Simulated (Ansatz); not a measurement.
**C2H6ClSi2 radical: one species, many methods**

How much do the methods differ for C2H6ClSi2 radical? The plan is to run it at one geometry with functionals of several rungs and with coupled cluster, and see how far each lands from CCSD(T) at the basis-set limit for the atomisation energy.

Computed with Ansatz 0.2.0, Gaussian basis. Level: functionals in def2-TZVPP, the program's frozen cores in correlated methods.

Levels to be run: LDA (SPW92), PBE-D4, revPBE-D4, BLYP-D4, r2SCAN-D4, B97M-V, PBE0-D4, B3LYP-D4, r2SCANh-D4, r2SCAN0-D4, HSE06-D4, BHLYP-D4, CAM-B3LYP-D4, LC-ωPBE, ωB97X-V, ωB97M-V, B2PLYP, PBE-QIDH; CCSD(T)/def2-SVP; CCSD(T)/def2-TZVPP; MP2/def2-QZVPP; extrapolation to the limit; RPA on PBE.

## Step 1: The geometry

An earlier PBE0-D4 in a triple-zeta def2 set relaxation fixed the geometry.

SMILES `[SiH2]/C=C/[SiH2]Cl`, 11 atoms, charge 0, spin multiplicity 2.

Atoms are counted from 1 here; the program's logs count them from 0.

Bond lengths: Si1–C2 1.835 Å, Si1–H6 1.485 Å, Si1–H7 1.485 Å, C2–C3 1.348 Å, C2–H8 1.091 Å, C3–Si4 1.849 Å, C3–H9 1.090 Å, Si4–Cl5 2.062 Å, Si4–H10 1.483 Å, Si4–H11 1.483 Å. Angles: C2–Si1–H6 112.7°, C2–Si1–H7 113.9°, H6–Si1–H7 113.2°, Si1–C2–C3 124.4°, Si1–C2–H8 117.2°, C3–C2–H8 118.3°, C2–C3–Si4 122.3°, C2–C3–H9 119.0°, Si4–C3–H9 118.8°, C3–Si4–Cl5 110.3°, C3–Si4–H10 111.9°, C3–Si4–H11 109.0°, Cl5–Si4–H10 106.4°, Cl5–Si4–H11 108.4°, H10–Si4–H11 110.8°.

## Step 2: LDA

This LDA is Slater exchange with PW92 correlation.

File in.yaml:

```yaml
crystal:
  periodic: [false, false, false]
  atoms:
    - {symbol: Si, position_ang: [-0.551778, 1.527651, 1.960625]}
    - {symbol: C, position_ang: [-0.587824, 0.448650, 0.476353]}
    - {symbol: C, position_ang: [0.489804, -0.176631, -0.037552]}
    - {symbol: Si, position_ang: [0.374325, -1.300986, -1.500708]}
    - {symbol: Cl, position_ang: [0.975405, -3.204823, -0.986985]}
    - {symbol: H, position_ang: [0.811926, 2.025505, 2.275106]}
    - {symbol: H, position_ang: [-1.578284, 2.600359, 1.950803]}
    - {symbol: H, position_ang: [-1.562114, 0.253883, 0.025545]}
    - {symbol: H, position_ang: [1.466255, -0.003800, 0.415584]}
    - {symbol: H, position_ang: [1.263685, -0.864849, -2.604293]}
    - {symbol: H, position_ang: [-1.036099, -1.361956, -1.953880]}
basis:
  gaussian: {orbitals: def2-TZVPP}
magnetization: {spin_polarized: true, initial_magnetization: 1}
hamiltonian: {xc: lda}
output: {orbitals: {seedname: orbitals}}
```

After this run come: PBE-D4 (GGA); revPBE-D4 (GGA); BLYP-D4 (GGA); r2SCAN-D4 (meta-GGA); B97M-V (meta-GGA); PBE0-D4 (hybrid); B3LYP-D4 (hybrid); r2SCANh-D4 (hybrid); r2SCAN0-D4 (hybrid); HSE06-D4 (hybrid); BHLYP-D4 (hybrid); CAM-B3LYP-D4 (range-separated); LC-ωPBE (range-separated); ωB97X-V (range-separated); ωB97M-V (range-separated); B2PLYP (double hybrid); PBE-QIDH (double hybrid); CCSD(T) in def2-SVP; CCSD(T) in def2-TZVPP; MP2 in def2-QZVPP; RPA on PBE orbitals.

**Question.** What will the summary of the whole plan be? Wanted: atomisation energy, CCSD(T)/CBS; farthest beyond LDA; mean size of error, GGA; mean size of error, meta-GGA; mean size of error, hybrid; mean size of error, range-separated; mean size of error, double hybrid; gap, smallest and largest; T1 diagnostic.

As calculated:

| quantity | value |
| --- | --- |
| atomisation energy, CCSD(T)/CBS | 3787.8 kJ/mol |
| functionals within 18.9 kJ/mol (0.5 %) | revPBE-D4, BLYP-D4, PBE0-D4, B3LYP-D4, r2SCANh-D4, r2SCAN0-D4, HSE06-D4, CAM-B3LYP-D4, ωB97M-V, PBE-QIDH |
| farthest beyond LDA | BHLYP-D4 (-67.1 kJ/mol) |
| mean size of error, GGA | 29.1 kJ/mol |
| mean size of error, meta-GGA | 35.2 kJ/mol |
| mean size of error, hybrid | 21.4 kJ/mol |
| mean size of error, range-separated | 17.0 kJ/mol |
| mean size of error, double hybrid | 28.7 kJ/mol |
| gap, smallest and largest | 0.95 eV (LDA (SPW92)), 8.03 eV (LC-ωPBE) |
| T1 diagnostic | 0.0262 |
| triples share of the correlation energy | 4.2 % |

LDA overbinds by 484.8 kJ/mol (13 %). PBE-D4 is off by +53.2 kJ/mol. Double hybrids carry the basis error of their MP2 part in triple zeta, and no dispersion term here, so their miss is partly the set-up's. By mean error the best rung here is range-separated (17.0 kJ/mol) and the worst beyond LDA is meta-GGA (35.2 kJ/mol). The gap between the best rungs is small, so their order is not settled. Misses under about 18.9 kJ/mol are within the doubt on the reference itself, which lacks core-valence correlation, relativity and higher excitations. Hartree-Fock recovers 76 % of the binding; the rest is correlation. CCSD(T) in def2-SVP is off by -225.8 kJ/mol, so the small basis spoils what the method gains. Orbital gaps span 0.9 to 8.0 eV; exact exchange widens them. The UHF reference is spin-contaminated (⟨S²⟩ = 0.91 against 0.75).
